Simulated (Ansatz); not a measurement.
The system is ZrB.

```
Zr B
1.0
     0.00000    2.32500    2.32500
     2.32500    0.00000    2.32500
     2.32500    2.32500    0.00000
Zr B
1 1
Direct
  0.00000 0.00000 0.00000
  0.50000 0.50000 0.50000
```

* Program: Ansatz 0.2.0
* Task: relaxation of cell and atoms
* Functional: LDA
* Potentials or basis: Ansatz PAW
* Cutoff: 420 eV (not typed: the program's choice for these potentials)
* k mesh: 10 × 10 × 10
* Occupations: fermi-dirac, width 0.05 eV
* Spin: no spin polarisation
* Hubbard terms: Zr d U = 1 eV

At the start: volume 12.57 Å³/atom.

Question: Where does the relaxation end?

Answer: It ends after 7 steps and the volume is 14.19 Å³/atom (+12.9 %); space group Fm-3m (No. 225, to 0.05 Å).

Step by step:
```tsv
step	energy change (eV)	largest force (eV/Å)	volume (Å³)
1	0.0000	0.0000	25.14
2	-0.2315	0.0000	28.99
3	-0.2393	0.0000	28.45
4	-0.2396	0.0000	28.35
5	-0.2428	0.0000	28.35
6	-0.2428	0.0000	28.37
7	-0.2428	0.0000	28.37
```

Final structure:
```
Zr B
1.0
     0.00000    2.42078    2.42078
     2.42078    0.00000    2.42078
     2.42078    2.42078    0.00000
Zr B
1 1
Cartesian
  0.0000 0.0000 0.0000
  2.4208 2.4208 2.4208
```

Caveat: the plane-wave basis is chosen anew once the cell has moved, so the energies of steps on either side of that aren't comparable; U without spin polarisation on a metal has little footing; the PAW data sets come from PBE, with cores solved anew for the run's functional, which leaves a small shift of forces and pressure; the U is typed as a test and isn't derived for this compound.
